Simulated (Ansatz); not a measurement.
# CH3IO2: one species, many methods

How much do the methods differ for CH3IO2? The plan is to run it at one geometry with functionals of several rungs and with coupled cluster. The yardstick is the atomisation energy at the CCSD(T) limit.

Method: functionals in def2-TZVPP, the program's frozen cores in correlated methods; program: Ansatz 0.2.0, Gaussian basis.

The runs, in order: LDA (SPW92), PBE-D4, revPBE-D4, BLYP-D4, r2SCAN-D4, B97M-V, PBE0-D4, B3LYP-D4, r2SCANh-D4, r2SCAN0-D4, HSE06-D4, BHLYP-D4, CAM-B3LYP-D4, LC-ωPBE, ωB97X-V, ωB97M-V, B2PLYP, PBE-QIDH; CCSD(T)/def2-SVP; CCSD(T)/def2-TZVPP; MP2/def2-QZVPP; extrapolation to the limit; RPA on PBE.

**1. Structure used throughout**

An earlier PBE0-D4 in a triple-zeta def2 set relaxation fixed the geometry. I takes the def2 core potential; no spin-orbit term is included.

SMILES `OC(O)I`, 7 atoms, charge 0, spin multiplicity 1.

Atoms are counted from 1 here; the program's logs count them from 0.

Bond lengths: O1–C2 1.365 Å, O1–H5 0.965 Å, C2–O3 1.380 Å, C2–I4 2.186 Å, C2–H6 1.090 Å, O3–H7 0.966 Å. Angles: C2–O1–H5 108.5°, O1–C2–O3 113.7°, O1–C2–I4 112.4°, O1–C2–H6 107.3°, O3–C2–I4 105.0°, O3–C2–H6 113.8°, I4–C2–H6 104.4°, C2–O3–H7 107.4°.

**2. LDA**

This LDA is Slater exchange with PW92 correlation.

File in.yaml:

```yaml
crystal:
  periodic: [false, false, false]
  atoms:
    - {symbol: O, position_ang: [-0.705632, 0.916673, 0.432261]}
    - {symbol: C, position_ang: [-0.157385, -0.284030, 0.085056]}
    - {symbol: O, position_ang: [1.209375, -0.237688, -0.100512]}
    - {symbol: I, position_ang: [-0.957455, -1.050892, -1.799449]}
    - {symbol: H, position_ang: [-0.457485, 1.571156, -0.232403]}
    - {symbol: H, position_ang: [-0.476176, -1.012781, 0.830603]}
    - {symbol: H, position_ang: [1.606057, 0.029562, 0.738742]}
basis:
  gaussian: {orbitals: def2-TZVPP}
hamiltonian: {xc: lda}
output: {orbitals: {seedname: orbitals}}
```

On the command line:

```
$ ansatz run in.yaml --threads 2 --pin off --events-out ev --progress --plain --max-ram 4352MiB
```

The runs that follow: PBE-D4 (GGA); revPBE-D4 (GGA); BLYP-D4 (GGA); r2SCAN-D4 (meta-GGA); B97M-V (meta-GGA); PBE0-D4 (hybrid); B3LYP-D4 (hybrid); r2SCANh-D4 (hybrid); r2SCAN0-D4 (hybrid); HSE06-D4 (hybrid); BHLYP-D4 (hybrid); CAM-B3LYP-D4 (range-separated); LC-ωPBE (range-separated); ωB97X-V (range-separated); ωB97M-V (range-separated); B2PLYP (double hybrid); PBE-QIDH (double hybrid); CCSD(T) in def2-SVP; CCSD(T) in def2-TZVPP; MP2 in def2-QZVPP; RPA on PBE orbitals.

Before running them: what should the planned runs give, taken together? Wanted: atomisation energy, CCSD(T)/CBS; farthest beyond LDA; mean size of error, GGA; mean size of error, meta-GGA; mean size of error, hybrid; mean size of error, range-separated; mean size of error, double hybrid; gap, smallest and largest; T1 diagnostic.

**Answer**, as computed:

| quantity | value |
| --- | --- |
| atomisation energy, CCSD(T)/CBS | 25.121 eV |
| functionals within 0.251 eV (1.0 %) | revPBE-D4, BLYP-D4, r2SCAN-D4, PBE0-D4, HSE06-D4, CAM-B3LYP-D4, ωB97X-V, ωB97M-V |
| farthest beyond LDA | BHLYP-D4 (-1.649 eV) |
| mean size of error, GGA | 0.308 eV |
| mean size of error, meta-GGA | 0.192 eV |
| mean size of error, hybrid | 0.564 eV |
| mean size of error, range-separated | 0.242 eV |
| mean size of error, double hybrid | 0.495 eV |
| gap, smallest and largest | 4.15 eV (BLYP-D4), 11.22 eV (LC-ωPBE) |
| T1 diagnostic | 0.0105 |
| triples share of the correlation energy | 3.1 % |

The LDA atomisation energy is off by 4.910 eV (20 %): it overbinds. PBE-D4 misses by +0.827 eV. Double hybrids carry the basis error of their MP2 part in triple zeta, and no dispersion term here, so their miss is partly the set-up's. The rungs meta-GGA, range-separated miss on average by less than the doubt on the reference (0.251 eV), so they tie. Misses under about 0.251 eV are within the doubt on the reference itself, which lacks core-valence correlation, spin-orbit coupling and higher excitations, and its outer-core shells are covered unevenly. All levels share the lack of spin-orbit coupling, which lowers the free heavy atoms and so the true binding. Hartree-Fock recovers 64 % of the binding; the rest is correlation. CCSD(T) in def2-SVP is off by -1.947 eV, more than most functionals: a good method in a small basis is no reference. Orbital gaps span 4.2 to 11.2 eV; exact exchange widens them. Correlated methods include outer-core shells of I, which these sets cover unevenly.
